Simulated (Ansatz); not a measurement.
CuF₂, space group P4/mmm, Fermi-surface readings

Computed with the Python package of Ansatz (0.2.0).

`fermi_cuf2.py`
```python
import ansatz
from pymatgen.core import Lattice, Structure
from pymatgen.io.ase import AseAtomsAdaptor

XC = "lda"
ECUT = 450
K_SPACING = 0.29
SMEARING_WIDTH = 0.1
TOLERANCE = 1e-07

pmg_structure = Structure(
    Lattice([(3.747011, 0.0, 0.0), (0.0, 3.747011, 0.0), (0.0, 0.0, 3.607305)]),
    ["Cu", "F", "F"],
    [
        (0.0, 0.0, 0.0),
        (0.5, 0.0, 0.0),
        (0.0, 0.5, 0.0),
    ],
)
cuf2 = ansatz.Crystal.from_ase(AseAtomsAdaptor.get_atoms(pmg_structure))

job = cuf2.calculation()
job = job.functional(XC)
job = job.pseudopotentials("paw")
job = job.basis(ECUT)
job = job.kpoints(spacing=K_SPACING).occupations(ansatz.OccupationsMethod.METHFESSEL_PAXTON, width=SMEARING_WIDTH)
job = job.scf(tolerance=TOLERANCE)
job = job.eigenstates(nscf_kmesh=(8, 8, 8), level_slopes=True)
surface = job.run().fermi_surface().to_plain()
for way, reading in surface.items():
    if reading:
        rho_lambda = [f"{v:.3e}" for v in reading["resistivity_times_mean_free_path_ohm_m2"]]
        print(f"{way:24s} area {reading['spin_summed_area_per_ang2']:8.3f} 1/A^2  rho*lambda (ohm m^2) {rho_lambda}")
```

```console
$ python fermi_cuf2.py
DeckWarning: scf.convergence.dr2_threshold = 1e-7 eV is looser than 1e-11 eV, the default for `output.eigenstates.de_dk` on PAW and all-electron files: empty levels that such a close leaves unsettled can have slopes far off; leave scf.convergence.dr2_threshold unset, or set it to the tightest value that every SCF of the run reaches
by_tetrahedra            area   15.016 1/A^2  rho*lambda (ohm m^2) ['1.374e-15', '1.374e-15', '5.670e-14']
by_slopes                area   14.241 1/A^2  rho*lambda (ohm m^2) ['1.436e-15', '1.436e-15', '1.935e-13']
on_every_second_point    area   15.870 1/A^2  rho*lambda (ohm m^2) ['1.323e-15', '1.323e-15', '2.170e-14']
```
(Warnings from the package without file and line.)

Reading the output:
- The cell holds an odd number of electrons and is run without spin, so a magnetic state may lie lower.
- For a metal this k-point mesh is coarse: on a finer one energies can move by several to tens of meV an atom and pressures by half a GPa or more, differences at one mesh by less.
- Without a Hubbard U or exact exchange, semilocal functionals often make such 3d compounds metallic or too weakly gapped.
- The structure comes from a database of computed cells and needn't be a stable or known phase.
- The three readings differ by the mesh error.
- It ran for 5.4 s on 1 thread of Arm Neoverse V2, on a shared host, peak memory 0.44 GiB.

(Lines on the test bed's own set-up are left out of the output.)
